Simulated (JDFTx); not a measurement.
HPbNO4:

```
CELL_PARAMETERS angstrom
4.19923 0.11117 0.16817
1.91600 3.89132 0.12568
1.76085 1.25259 6.37266
ATOMIC_POSITIONS crystal
H 0.89145 0.68202 0.62796
Pb 0.14426 0.92872 0.88352
N 0.25670 0.28861 0.30171
O 0.83108 0.65056 0.78405
O 0.38694 0.22380 0.11295
O 0.31104 0.03576 0.45856
O 0.07726 0.60633 0.32275
```

The cell was built by a generator and needn't be a form met in nature.

| Quantity | Value |
| --- | --- |
| Program | JDFTx 1.7.0 (patched build) |
| Task | single point |
| Functional | PBE |
| Potentials or basis | PseudoDojo-SR-PBE-0.5-standard (H, N, O) + PseudoDojo-SR-PBE-0.4.1-standard (Pb) with smoothed tails |
| Cutoff | 1143 eV |
| Density cutoff | 9143 eV |
| k mesh | 7 × 7 × 5 |
| Occupations | fermi-dirac, width 0.05 eV |
| Spin | no spin polarisation |

On this cell: pressure -0.1 GPa; largest force 0.177 eV/Å; band gap on the k mesh 2.79 eV, indirect (least direct gap 2.81 eV).

The same run follows on a disturbed copy (atoms moved at random, drawn with an rms of 0.05 Å):

```
H Pb N O
1.0
     4.19923    0.11117    0.16817
     1.91600    3.89132    0.12568
     1.76085    1.25259    6.37266
H Pb N O
1 1 1 4
Direct
  0.88037 0.67082 0.63301
  0.14317 0.91735 0.88723
  0.26542 0.29401 0.30168
  0.83886 0.64335 0.78096
  0.38074 0.20999 0.11302
  0.30953 0.04677 0.45795
  0.06671 0.60292 0.32096
```

**Question.** What does the disturbed cell give?

**Answer.** The energy moves by +26.4 meV/atom; pressure 2.1 GPa; largest force 2.519 eV/Å; band gap on the k mesh 2.78 eV, indirect (least direct gap 2.80 eV).

Forces on the atoms (eV/Å):
```
H    0.056 -0.105 -2.134
Pb   0.010  0.035 -0.059
N   -1.716 -1.648 -0.828
O   -0.108  0.138  2.201
O    0.659  0.790  0.292
O    0.651 -0.668  0.869
O    0.447  1.458 -0.340
```

Stress tensor (GPa, compression positive):
```
-0.39 -0.49  0.14
-0.49  2.60 -1.96
 0.14 -1.96  4.15
```

Caveats: the empty levels aren't tightly converged; spin-orbit coupling is left out, which as a rule narrows the gap of such compounds by several tenths of an eV; an odd mesh through Γ misses points on the zone boundary, where band edges often lie.
